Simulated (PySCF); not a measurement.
**Bi(NH2)5: other functionals and bases at one geometry**

An exercise on one series of results from a longer session: the logs are not shown, and one member is left open.

Method: several levels, as the steps say, no spin–orbit coupling; program: PySCF 2.14.0.

4 further runs of the same task are left out: 2 for a known fault of the program, 2 that didn't finish.

**Where the work starts**

16 atoms, charge 0, spin multiplicity 1.

Bond lengths: Bi1–N2 2.219 Å, Bi1–N5 2.200 Å, Bi1–N8 2.221 Å, Bi1–N11 2.259 Å, Bi1–N14 2.259 Å, N2–H3 1.036 Å, N2–H4 1.036 Å, N5–H6 1.036 Å, N5–H7 1.036 Å, N8–H9 1.036 Å, N8–H10 1.036 Å, N11–H12 1.037 Å, N11–H13 1.037 Å, N14–H15 1.037 Å, N14–H16 1.037 Å. Angles: N2–Bi1–N5 111.9°, N2–Bi1–N8 119.4°, N2–Bi1–N11 94.9°, N2–Bi1–N14 94.9°, N5–Bi1–N8 128.8°, N5–Bi1–N11 87.6°, N5–Bi1–N14 87.6°, N8–Bi1–N11 88.2°, N8–Bi1–N14 88.2°, N11–Bi1–N14 170.2°, Bi1–N2–H3 105.4°, Bi1–N2–H4 105.4°, H3–N2–H4 105.0°, Bi1–N5–H6 104.0°, Bi1–N5–H7 104.0°, H6–N5–H7 105.6°, Bi1–N8–H9 104.0°, Bi1–N8–H10 104.0° and more.

Geometry (Å):

```xyz
16

Bi    0.07028    0.00000    0.00345
N    -1.14324    0.00000    1.86170
H    -0.81806    0.82214    2.40218
H    -0.81806   -0.82214    2.40218
N    -1.19088    0.00000   -1.79883
H    -0.86447   -0.82517   -2.33282
H    -0.86447    0.82517   -2.33282
N     2.28615    0.00000    0.15032
H     2.57458   -0.82244   -0.40983
H     2.57458    0.82244   -0.40983
N     0.15423    2.25086   -0.17002
H     0.63722    2.58749    0.68397
H    -0.82232    2.57758   -0.04545
N     0.15423   -2.25086   -0.17002
H    -0.82232   -2.57758   -0.04545
H     0.63722   -2.58749    0.68397
```

Formal oxidation states: Bi +5. An earlier session relaxed this geometry at BP86, Bi def2-SVP with ECP60, N def2-SVP, H def2-SVP (singlet, point group Cs).

At BP86 on the finer grid: E = -494.257005 Eh, HOMO -5.36 eV, LUMO -3.12 eV, Mulliken charge on Bi1 +0.80 e, largest force component 0.008 eV/Å. 

Levels to run: r2SCAN; B3LYP; M06-L; CAM-B3LYP; BP86, TZVP; BP86, x2c-SVP. Hardware: 4 threads of Arm Neoverse V2, shared host.

The first run:

File run.py (the lines that set the calculation):

```python
mol = gto.M(atom='''
Bi     0.07028     0.00000     0.00345
N     -1.14324     0.00000     1.86170
H     -0.81806     0.82214     2.40218
H     -0.81806    -0.82214     2.40218
N     -1.19088     0.00000    -1.79883
H     -0.86447    -0.82517    -2.33282
H     -0.86447     0.82517    -2.33282
N      2.28615     0.00000     0.15032
H      2.57458    -0.82244    -0.40983
H      2.57458     0.82244    -0.40983
N      0.15423     2.25086    -0.17002
H      0.63722     2.58749     0.68397
H     -0.82232     2.57758    -0.04545
N      0.15423    -2.25086    -0.17002
H     -0.82232    -2.57758    -0.04545
H      0.63722    -2.58749     0.68397''',
    basis={'Bi': 'def2-SVP', 'N': 'def2-SVP', 'H': 'def2-SVP'},
    ecp={'Bi': 'def2-SVP'},
    charge=0, spin=0)
mf = dft.RKS(mol, xc='R2SCAN')
mf.grids.atom_grid = (75, 302)
mf = mf.density_fit()  # fitting sets: Bi def2-universal-JKFIT, N def2-universal-JKFIT, H def2-universal-JKFIT
mf.conv_tol = 1e-08; mf.max_cycle = 55
mf.kernel(dm0)  # dm0: the density of the relaxed state
```

Started as:

```bash
$ OMP_NUM_THREADS=4 python run.py
```

Among the steps run: r2SCAN; B3LYP; M06-L; CAM-B3LYP; BP86, TZVP; BP86, x2c-SVP.

One table of the session follows, with a row left open; its other results are not shown here.

```
              level  HOMO (eV)  gap (eV)  charge on Bi1 (e)  dipole (D)  largest force component (eV/Å)
BP86 (relaxed here)      -5.36      2.24               0.80        1.35                            0.01
             r2SCAN      -5.55      2.55               0.97        1.42                            0.43
              B3LYP          ?         ?                  ?           ?                               ?
              M06-L      -5.52      2.53               1.19        1.43                            0.46
          CAM-B3LYP      -7.75      6.38               0.95        1.49                            0.95
         BP86, TZVP      -5.76      2.24               1.15        1.32                            0.37
      BP86, x2c-SVP      -5.36      2.23               0.88        1.34                            0.23
```

Q: Estimate the row for B3LYP from the others.

As computed: HOMO (eV): -6.25; gap (eV): 3.71; charge on Bi1 (e): 0.94; dipole (D): 1.42; largest force component (eV/Å): 0.51. In the column «HOMO (eV)» it lies between CAM-B3LYP (-7.75) and BP86, TZVP (-5.76).

In one basis the HOMO–LUMO gap runs from 2.24 eV (BP86) to 6.38 eV (CAM-B3LYP). The largest leftover force, 0.95 eV/Å with CAM-B3LYP, stands at a geometry relaxed at another level. Total energies of different levels can't be compared.
